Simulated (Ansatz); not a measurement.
Below is the output of a Python script on the Python package of Ansatz (0.2.0) that makes a geometry optimisation of CH5BO2S2, SMILES CSSB(O)O. Write a script that gives it. Settings: B3LYP, def2-SVP basis, multiplicity 1.

```xyz
11

C    -0.1511   -1.2735    1.5784
S     1.1604   -0.1087    1.1347
S     1.2198   -0.7764   -0.8999
B     0.2831    0.6752   -1.5052
O     0.8584    1.8959   -1.9420
O    -1.2426    0.5485   -1.5931
H    -0.4353   -1.0848    2.6389
H     0.1519   -2.2645    1.4019
H    -1.0868   -0.9892    0.9869
H     0.8960    2.4590   -1.0812
H    -1.5884    0.8616   -0.6989
```

```console
$ python run_opt.py
[INFO] step   1  E = -27551.043873 eV  largest force component 3.4736 eV/A
[INFO] step   2  E = -27551.658822 eV  largest force component 2.1217 eV/A
[INFO] step   3  E = -27551.900024 eV  largest force component 0.7600 eV/A
[INFO] step   4  E = -27552.033220 eV  largest force component 1.6248 eV/A
[INFO] step   5  E = -27552.112700 eV  largest force component 2.4204 eV/A
[INFO] step   6  E = -27552.401294 eV  largest force component 0.7090 eV/A
[INFO] step   7  E = -27552.603989 eV  largest force component 0.7373 eV/A
[INFO] step   8  E = -27552.599176 eV  largest force component 2.8167 eV/A
[INFO] step   9  E = -27552.718878 eV  largest force component 0.7182 eV/A
[INFO] step  10  E = -27552.799564 eV  largest force component 0.7129 eV/A
[INFO] step  11  E = -27552.868310 eV  largest force component 0.4349 eV/A
[INFO] step  12  E = -27552.857245 eV  largest force component 0.4903 eV/A
[INFO] step  13  E = -27552.898161 eV  largest force component 0.6339 eV/A
[INFO] step  14  E = -27552.901575 eV  largest force component 0.2040 eV/A
[INFO] step  15  E = -27552.908954 eV  largest force component 0.1733 eV/A
[INFO] step  16  E = -27552.912039 eV  largest force component 0.0734 eV/A
[INFO] step  17  E = -27552.915362 eV  largest force component 0.0534 eV/A
[INFO] step  18  E = -27552.919314 eV  largest force component 0.3729 eV/A
[INFO] step  19  E = -27552.924953 eV  largest force component 0.3649 eV/A
[INFO] step  20  E = -27552.935093 eV  largest force component 0.3449 eV/A
[INFO] step  21  E = -27552.942995 eV  largest force component 0.8011 eV/A
[INFO] step  22  E = -27552.966490 eV  largest force component 0.5063 eV/A
[INFO] step  23  E = -27552.987347 eV  largest force component 0.3865 eV/A
[INFO] step  24  E = -27553.009235 eV  largest force component 0.4856 eV/A
[INFO] step  25  E = -27553.034120 eV  largest force component 0.2545 eV/A
[INFO] step  26  E = -27553.013121 eV  largest force component 0.5346 eV/A
[INFO] step  27  E = -27553.047213 eV  largest force component 0.0731 eV/A
[INFO] step  28  E = -27553.049296 eV  largest force component 0.1179 eV/A
[INFO] step  29  E = -27553.051123 eV  largest force component 0.1142 eV/A
[INFO] step  30  E = -27553.051449 eV  largest force component 0.0835 eV/A
[INFO] step  31  E = -27553.052156 eV  largest force component 0.0130 eV/A
[INFO] step  32  E = -27553.052185 eV  largest force component 0.0096 eV/A
[INFO] step  33  E = -27553.052194 eV  largest force component 0.0036 eV/A
[INFO] reference energy    -27553.052436 eV
[INFO] total energy        -27553.052436 eV
occupied orbitals outside the frozen core (up, down): [32, 32]  frozen: 0  virtual: [85, 85]
[INFO] pair        before    after (A)
C0-S1        1.8093   1.8245
C0-H6        1.1140   1.1018
C0-H7        1.0512   1.0993
C0-H8        1.1429   1.0987
S1-S2        2.1422   2.1063
S2-B3        1.8306   1.8503
B3-O4        1.4184   1.3656
B3-O5        1.5335   1.3544
O4-H9        1.0293   0.9646
O5-H10       1.0086   0.9673
[INFO] final angle S1-C0-H6: 105.63 deg
[INFO] final angle S1-C0-H7: 111.26 deg
[INFO] final angle S1-C0-H8: 110.48 deg
[INFO] final angle C0-S1-S2: 102.00 deg
[INFO] final angle H6-C0-H7: 109.26 deg
[INFO] final angle H6-C0-H8: 109.29 deg
[INFO] final angle H7-C0-H8: 110.77 deg
[INFO] final angle S1-S2-B3: 104.43 deg
[INFO] final angle S2-B3-O4: 119.25 deg
[INFO] final angle S2-B3-O5: 120.82 deg
[INFO] final angle O4-B3-O5: 119.89 deg
[INFO] final angle B3-O4-H9: 115.29 deg
[INFO] final angle B3-O5-H10: 111.82 deg
   atom  mulliken  lowdin
0     C    -0.086  -0.118
1     S    -0.067   0.207
2     S    -0.166   0.232
3     B     0.017  -0.914
4     O    -0.140   0.294
5     O    -0.122   0.312
6     H     0.054  -0.004
7     H     0.060  -0.014
8     H     0.068  -0.015
9     H     0.189   0.007
10    H     0.192   0.014
dipole (e A): [-0.2047 -0.0461 -0.3441]
```

The script that was run (others could print the same):

`run_opt.py`
```python
import itertools
import logging
import sys

import ansatz as az
from ase import Atoms
from ase.data import atomic_numbers, covalent_radii
import numpy as np
import pandas as pd

logging.basicConfig(stream=sys.stdout, format="[%(levelname)s] %(message)s")
logger = logging.getLogger("ch5bo2s2")
logger.setLevel(logging.INFO)


def main() -> None:
    atoms = Atoms(["C", "S", "S", "B", "O", "O", "H", "H", "H", "H", "H"], positions=[
        [-0.1511, -1.2735, 1.5784],
        [1.1604, -0.1087, 1.1347],
        [1.2198, -0.7764, -0.8999],
        [0.2831, 0.6752, -1.5052],
        [0.8584, 1.8959, -1.942],
        [-1.2426, 0.5485, -1.5931],
        [-0.4353, -1.0848, 2.6389],
        [0.1519, -2.2645, 1.4019],
        [-1.0868, -0.9892, 0.9869],
        [0.896, 2.459, -1.0812],
        [-1.5884, 0.8616, -0.6989],
    ])
    molecule = az.Crystal.molecule_from_ase(atoms)

    calculation = molecule.calculation().basis(gaussian="def2-SVP").functional("B3LYP")
    symbols = [site.symbol for site in molecule.cartesian_sites]
    start = np.array([site.position_ang for site in molecule.cartesian_sites], dtype=float)
    def progress(event):
        if event["event"] == "relax_step":
            row = event["data"]
            logger.info(f"step {row['step']:3d}  E = {row['lagrangian_ev']:.6f} eV  largest force component {row['allowed_force_max_ev_ang']:.4f} eV/A")


    data = calculation.relax(force_tolerance=0.005, max_steps=100).session().plan().execute(on_event=progress).report
    end = np.array(data["positions_ang"])

    logger.info("reference energy %16.6f eV" % data["reference_energy_ev"])
    logger.info("total energy     %16.6f eV" % data["free_energy_ev"])
    print("occupied orbitals outside the frozen core (up, down):", data["n_occupied"], " frozen:", data["n_frozen"], " virtual:", data["n_virtual"])

    radius = [covalent_radii[atomic_numbers[s]] for s in symbols]
    span = lambda where, i, j: np.linalg.norm(where[i] - where[j])
    bonded = [(i, j) for i, j in itertools.combinations(range(len(symbols)), 2) if min(span(start, i, j), span(end, i, j)) < 1.2 * (radius[i] + radius[j])]
    logger.info("pair        before    after (A)")
    for i, j in bonded:
        print(f"{symbols[i]}{i}-{symbols[j]}{j}".ljust(10), f"{span(start, i, j):8.4f} {span(end, i, j):8.4f}")
    for first, second in list(itertools.combinations(bonded, 2)):
        shared = set(first) & set(second)
        if shared and symbols[(j := shared.pop())] != "H":
            i, k = sorted((set(first) | set(second)) - {j})
            u, v = end[i] - end[j], end[k] - end[j]
            angle = np.degrees(np.arccos(np.clip(u @ v / np.linalg.norm(u) / np.linalg.norm(v), -1, 1)))
            logger.info(f"final angle {symbols[i]}{i}-{symbols[j]}{j}-{symbols[k]}{k}: {angle:.2f} deg")

    charges = data["charge_distribution"]
    table = pd.DataFrame({"atom": symbols, "mulliken": charges["mulliken_charges_e"], "lowdin": charges["lowdin_charges_e"]})
    print(table.round(3).to_string())
    print("dipole (e A):", np.round(charges["dipole_moment_e_ang"], 4) + 0.0)


if __name__ == "__main__":
    main()
```

Caveats:
- Total energies depend on the basis set; only differences at equal settings carry meaning.
- The end point is the stationary point reached from this start; no frequency run checks that it is a minimum, and the basis set is modest.
- The Löwdin charges here are taken after orthogonalising the functions within each atom; they differ from plain Löwdin charges, and their signs can be unphysical.
- b3lyp holds the VWN-RPA fit, as in Gaussian; the form of ORCA and Turbomole is b3lyp5.
- Run time: 3.9 min on 1 thread of Arm Neoverse V1 (shared host), peak memory 0.39 GiB.
